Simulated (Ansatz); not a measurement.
# GaHF (doublet): wave-function methods side by side at a displaced geometry (v2), cc-pVDZ

The task here is to estimate one member of a computed series from the others.

Computed with Ansatz 0.2.0, Gaussian basis. Level: cc-pVDZ, core rule «outside noble gas», up to 15 orbitals frozen.

Plan: UHF; CCSD(T) on ROHF; CCSD(T) on UHF; BCCD(T) on ROHF; CISD as a restricted active space (open shells left free, so some higher excitations enter); CCSDT(Q) on ROHF; CCSDT(Q) on UHF.

34 further runs of the same task are left out: 15 for a known fault of the program, 8 that didn't finish, 11 set aside as unsound or not needed. Runs told in other sessions of the task aren't counted.

## What is computed

The geometry is a PBE0/def2-TZVP stationary point (not a proven minimum) with its atoms shifted at random (size 0.100 Å). No spin-orbit coupling is included. The filled d shell of Ga may be among the frozen orbitals whatever the setting's name suggests.

3 atoms, charge 0, spin multiplicity 2.

Atoms are counted from 1 here; the program's logs count them from 0.

Bond lengths: F1–Ga2 1.763 Å, Ga2–H3 1.587 Å. Angles: F1–Ga2–H3 114.8°.

Set-up of the first run:

File in.yaml:

```yaml
crystal:
  periodic: [false, false, false]
  atoms:
    - {symbol: F, position_ang: [0.129105, 0.078631, 1.388973]}
    - {symbol: Ga, position_ang: [-0.035770, -0.040855, -0.362079]}
    - {symbol: H, position_ang: [0.040851, 1.344036, -1.134060]}
basis:
  gaussian: {orbitals: cc-pVDZ}
magnetization: {spin_polarized: true, initial_magnetization: 1}
hamiltonian: {xc: hf}
output: {orbitals: {seedname: orbitals}}
```

Command:

```bash
ansatz run in.yaml --threads 1 --pin off --events-out ev --progress --plain --max-ram 2393MiB
```

Steps of the session up to this table: UHF; CCSD(T) on ROHF; CCSD(T) on UHF; BCCD(T) on ROHF; CISD as a restricted active space (open shells left free, so some higher excitations enter); CCSDT(Q) on ROHF; CCSDT(Q) on UHF.

One of the session's tables, all rows but one given; the rest of the session is left out.

| method | from UCCSDT(Q) (meV) |
| --- | --- |
| ROHF | +7034.3 |
| UHF | +6968.8 |
| RMP2 | +475.0 |
| UMP2 | +453.7 |
| RCCSD | +157.5 |
| UCCSD | +149.2 |
| RCCSD(T) | +36.6 |
| UCCSD(T) | +29.9 |
| BCCD(T) | +31.6 |
| RCCSDT | ? |
| UCCSDT | +16.3 |
| RCCSDT(Q) | +9.8 |
| UCCSDT(Q) | 0 |

**Question.** Estimate the row for RCCSDT.

As computed: from UCCSDT(Q) (meV): +22.5. In the column «from UCCSDT(Q) (meV)» it lies between UCCSDT (+16.3) and UCCSD(T) (+29.9).

Not comparable, so not listed: CISD as a restricted active space (open shells left free, so some higher excitations enter) (they don't share determinant, frozen orbitals or solution with the rows shown, or repeat one).

Limits of these values: Restricted and unrestricted rows rest on different reference determinants; a gap between their highest levels can come from leftover correlation error, from unlike frozen cores or from another state.
